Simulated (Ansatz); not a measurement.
# Be3Bi2: the cost of one run

Program: Ansatz 0.2.0. Level of theory: DFT PBE, scalar-relativistic, plane waves, PAW. These are calculated values, not measurements.

## 1. The structure to begin with

The structure is hexagonal, space group P-6m2 (No. 187). Conventional cell: a = 4.203 Å, b = 4.203 Å, c = 5.161 Å, α = 90.00°, β = 90.00°, γ = 120.00°. Be (site symmetry 3m) has 5 Be at 2.53 to 2.76 Å and 6 Bi at 2.74 to 2.76 Å as nearest neighbours. Be (site symmetry -6m2) is surrounded by 5 Bi at 2.43 to 2.58 Å and 6 Be at 2.76 Å. Bi (site symmetry -6m2) has 8 Be at 2.58 to 2.74 Å as nearest neighbours. Around Bi (site symmetry -6m2) lie 9 Be at 2.43 to 2.76 Å.

As a file:

```cif
data_structure
_symmetry_space_group_name_H-M 'P-6m2'
_symmetry_Int_Tables_number 187
_cell_length_a 4.2029
_cell_length_b 4.2029
_cell_length_c 5.1611
_cell_angle_alpha 90.000
_cell_angle_beta 90.000
_cell_angle_gamma 120.000
_cell_volume 78.95
loop_
_atom_site_label
_atom_site_type_symbol
_atom_site_symmetry_multiplicity
_atom_site_Wyckoff_symbol
_atom_site_fract_x
_atom_site_fract_y
_atom_site_fract_z
_atom_site_occupancy
Be1 Be 2 g 0.00000 0.00000 0.74540 1
Be2 Be 1 e 0.66667 0.33333 0.00000 1
Bi1 Bi 1 f 0.66667 0.33333 0.50000 1
Bi2 Bi 1 c 0.33333 0.66667 0.00000 1
```

The cell is invented: species swapped into a database cell of Fe3Ge2 (P-6m2, No. 187), with Be on the Fe sites and Bi on the Ge sites. Lengths come from tabulated atomic sizes and are only a guess.

## 2. Probe: one point on a coarse mesh

File input.yaml:

```yaml
crystal:
  lattice:
    - [4.20294788, 0.0, 0.0]
    - [-2.10147394, 3.63985964, 0.0]
    - [0.0, 0.0, 5.1610677]
  atoms:
    - { symbol: Be, position: [0.0, 0.0, 0.74540001] }
    - { symbol: Be, position: [0.0, 0.0, 0.25459999] }
    - { symbol: Be, position: [0.66666667, 0.33333333, 0.0] }
    - { symbol: Bi, position: [0.66666667, 0.33333333, 0.5] }
    - { symbol: Bi, position: [0.33333333, 0.66666667, 0.0] }
basis:
  ecutwfc: 420
kpoints:
  mp_grid: { grid: [6, 6, 4] }
hamiltonian:
  xc: pbe
scf:
  occupations: { method: gaussian, width: 0.1 }
  lower_state_search: "off"
output:
  forces: true
  stress: true
  eigenvalues: true
```

On the command line:

```console
$ ansatz run input.yaml --threads 1 --pin off --max-ram 2560MiB --backend cpu --events-out ev --progress --plain --runs-dir out
```

**Question.** How long does this run take on 1 thread of Arm Neoverse V2, shared host, and how much memory does it need?

About 3.1 s, with a peak of 0.3 GiB.
